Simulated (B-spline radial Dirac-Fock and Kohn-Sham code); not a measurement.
# An X-ray data sheet for Tl²⁷⁺, step by step

Aim: for thallium as Tl²⁷⁺, compute its X-ray form factor and Compton profile and the binding energy of each subshell.

Method: a free atom or ion on a radial basis; each step names its model; computed with B-spline radial Dirac-Fock and Kohn-Sham code, version 2.

## (1) The system

The Tl²⁷⁺ ion, [Kr] 4d10 4f8.

| Quantity | Value |
| --- | --- |
| nuclear charge | 81 |
| electrons | 54 |
| mass number | 205 |
| nuclear rms radius | 5.4759 fm |

## (2) X-ray scattering functions

Model: Dirac-Fock average of configuration, finite nucleus; form factor of the spherical density, Waller-Hartree incoherent function, impulse-approximation Compton profiles.

Settings, as recorded:

```ini
task = scatter
Z = 81
charge = 27
configuration = 1s2 2s2 2p6 3s2 3p6 3d10 4s2 4p6 4d10 4f8
mass_number = 205
rms_radius = 5.4759  # fm
s = [0.0, 0.05, 0.1, 0.15, 0.2, 0.25, 0.3, 0.35, 0.4, 0.45, 0.5, 0.6, 0.7, 0.8, 0.9, 1.0, 1.1, 1.2, 1.4, 1.6, 1.8, 2.0, 2.5, 3.0, 3.5, 4.0, 5.0, 6.0]  # 1/A
pz = [0, 0.1, 0.14, 0.21, 0.3, 0.44, 0.64, 0.93, 1.3, 1.9, 2.8, 4.1, 5.9, 8.6, 12.0, 18.0, 26.0, 38.0, 55.0, 79.0, 110.0]  # a.u.
photon_energy = [1000, 2000, 5000, 10000, 20000, 50000, 500000, 1000000]  # eV
```

## (3) Core and valence levels

Model: Dirac-Fock average of configuration, Delta-SCF, finite nucleus, first-order Breit with its frequency dependence, self-energy and vacuum polarisation.

Recorded inputs:

```ini
task = binding
```

What does the calculation give? Wanted: rms radius of the electron cloud; form factor halves at; Compton profile at zero; deepest level listed, K; least bound, N6,7; Kα1.

**Answer**, as computed:

| quantity | value |
| --- | --- |
| rms radius of the electron cloud | 0.319 bohr |
| form factor halves at | 1.1 1/Å |
| Compton profile at zero | 2.804 1/a.u. |
| deepest level listed, K (1s) | 86412.0 eV |
| least bound, N6,7 (4f) | 924.8 eV |
| Kα1 | 72872.6 eV |
| ionisation energy, NIST (theoretical) | 930.000 eV |

What this shows: f falls from 54 to half of that at s = 1.1 1/Å. Incoherent scattering outweighs coherent from 500 keV on, among the energies asked. For K (1s), relaxation takes off 76.6 eV, Breit terms shift it by -310.05 and QED by -163.80 eV. NIST's ionisation energy differs by +5.20 eV from the least binding energy, within its stated uncertainty. The Hartree-Fock and Dirac-Fock values hold no electron correlation.
